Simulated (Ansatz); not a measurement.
Wanted: the native input for an Ansatz 0.2.0 run.

* Task: single point
* Functional: PBEsol
* Potentials or basis: Ansatz PAW
* Cutoff: 420 eV (not typed: the program's choice for these potentials)
* k mesh: 13 × 13 × 13
* Occupations: fermi-dirac, width 0.05 eV
* Spin: collinear spin, ferrimagnetic start
* Starting moments: [0.6, -2.0, 4.0, 0.0, 0.0] μB

The system is Mn2Al2Cu.

```
CELL_PARAMETERS angstrom
-1.36859 1.36859 8.51894
1.36859 -1.36859 8.51894
1.36859 1.36859 -8.51894
ATOMIC_POSITIONS crystal
Cu 0.99079 0.99079 0.00000
Mn 0.38791 0.38791 0.00000
Mn 0.81335 0.81335 0.00000
Al 0.21755 0.21755 0.00000
Al 0.59040 0.59040 0.00000
```

The cell comes from a database or a generator and needn't be the stable form of this composition.

One way to write it, as run:

input.yaml

```yaml
crystal:
  lattice:
    - [-1.368592, 1.368592, 8.518936]
    - [1.368592, -1.368592, 8.518936]
    - [1.368592, 1.368592, -8.518936]
  atoms:
    - { symbol: Cu, position: [0.990791, 0.990791, 0.0], spin: 0.6 }
    - { symbol: Mn, position: [0.38791, 0.38791, 0.0], spin: -2.0 }
    - { symbol: Mn, position: [0.813349, 0.813349, 0.0], spin: 4.0 }
    - { symbol: Al, position: [0.217548, 0.217548, 0.0] }
    - { symbol: Al, position: [0.590402, 0.590402, 0.0] }
hamiltonian:
  xc: pbesol
  pseudopotentials: { kind: paw }
magnetization:
  spin_polarized: true
kpoints:
  mp_grid: { grid: [13, 13, 13] }
scf:
  occupations: { method: fermi_dirac, width: 0.05 }
output:
  forces: true
  stress: true
  eigenvalues: true
```

Potentials or basis: Ansatz PAW.

Run with:

```console
$ ansatz run input.yaml --threads 2 --pin off --max-ram 5632MiB --backend cpu --events-out ev --progress --plain --runs-dir out
```

Results of the run:

| Quantity | Value |
| --- | --- |
| Pressure | -2.6 GPa |
| Largest force | 0.329 eV/Å |
| Band gap on the k mesh | none (metal or under the smearing width) |
| Net moment | -0.79 μB per cell |
| Absolute moment | 1.91 μB per cell |
| Site moments | Cu -0.02; Mn -1.17, +0.50; Al -0.02, -0.01 μB |

Caveat: the PAW data sets come from PBE, with cores solved anew for the run's functional, which leaves a small shift of forces and pressure.

Wall time 110 s on 2 threads of Arm Neoverse V1, on a shared host, peak memory 0.88 GiB.
